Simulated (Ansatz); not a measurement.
**GeTeH4: one species, many methods**

One table from this session's results is given with a row withheld; the runs are named, their logs left out.

Program: Ansatz 0.2.0, Gaussian basis. Level of theory: functionals in def2-TZVPP, the program's frozen cores in correlated methods. These are calculated values, not measurements.

Plan: LDA (SPW92), PBE-D4, revPBE-D4, BLYP-D4, r2SCAN-D4, B97M-V, PBE0-D4, B3LYP-D4, r2SCANh-D4, r2SCAN0-D4, HSE06-D4, BHLYP-D4, CAM-B3LYP-D4, LC-ωPBE, ωB97X-V, ωB97M-V, B2PLYP, PBE-QIDH; CCSD(T)/def2-SVP; CCSD(T)/def2-TZVPP; MP2/def2-QZVPP; extrapolation to the limit; RPA on PBE.

### Structure used throughout

All runs share one geometry, relaxed beforehand with PBE0-D4 in a triple-zeta def2 set. Te takes the def2 core potential; no spin-orbit term is included.

SMILES `[GeH3][TeH]`, 6 atoms, charge 0, spin multiplicity 1.

Atoms are counted from 1 here; the program's logs count them from 0.

Bond lengths: Ge1–Te2 2.558 Å, Ge1–H3 1.535 Å, Ge1–H4 1.534 Å, Ge1–H5 1.535 Å, Te2–H6 1.658 Å. Angles: Te2–Ge1–H3 110.7°, Te2–Ge1–H4 105.3°, Te2–Ge1–H5 110.6°, H3–Ge1–H4 110.2°, H3–Ge1–H5 109.9°, H4–Ge1–H5 110.2°, Ge1–Te2–H6 91.6°.

The first run:

The input, in.yaml:

```yaml
crystal:
  periodic: [false, false, false]
  atoms:
    - {symbol: Ge, position_ang: [-0.312612, -0.258572, -0.536976]}
    - {symbol: Te, position_ang: [-0.051217, 0.976225, 1.687396]}
    - {symbol: H, position_ang: [0.109000, -1.727836, -0.393815]}
    - {symbol: H, position_ang: [-1.806421, -0.167889, -0.875938]}
    - {symbol: H, position_ang: [0.521138, 0.420526, -1.632632]}
    - {symbol: H, position_ang: [1.582213, 0.693645, 1.705666]}
basis:
  gaussian: {orbitals: def2-TZVPP}
hamiltonian: {xc: lda}
output: {orbitals: {seedname: orbitals}}
```

Among the steps run: LDA; PBE-D4 (GGA); revPBE-D4 (GGA); BLYP-D4 (GGA); r2SCAN-D4 (meta-GGA); B97M-V (meta-GGA); PBE0-D4 (hybrid); B3LYP-D4 (hybrid); r2SCANh-D4 (hybrid); r2SCAN0-D4 (hybrid); HSE06-D4 (hybrid); BHLYP-D4 (hybrid); CAM-B3LYP-D4 (range-separated); LC-ωPBE-D4 (range-separated; the results give it without D4); ωB97X-V (range-separated); ωB97M-V (range-separated); B2PLYP (double hybrid); PBE-QIDH (double hybrid).

One of the session's tables, all rows but one given; the rest of the session is left out.

It belongs to the step «Orbital energies across the functionals». 

```
  functional  HOMO (eV)  gap (eV)
 LDA (SPW92)      -5.55      3.66
      PBE-D4          ?         ?
   revPBE-D4      -5.38      3.76
     BLYP-D4      -5.26      3.63
   r2SCAN-D4      -5.67      4.19
      B97M-V      -5.69      4.18
     PBE0-D4      -6.46      5.56
    B3LYP-D4      -6.24      5.09
  r2SCANh-D4      -6.05      4.86
  r2SCAN0-D4      -6.62      5.85
    HSE06-D4      -6.07      4.81
    BHLYP-D4      -7.33      7.26
CAM-B3LYP-D4      -7.67      7.72
     LC-ωPBE      -8.97     10.13
     ωB97X-V      -8.65      9.72
     ωB97M-V      -8.54      9.40
```

Estimate the missing values for PBE-D4.

As computed: HOMO (eV): -5.42; gap (eV): 3.73. In the column «HOMO (eV)» it lies between LDA (SPW92) (-5.55) and revPBE-D4 (-5.38).
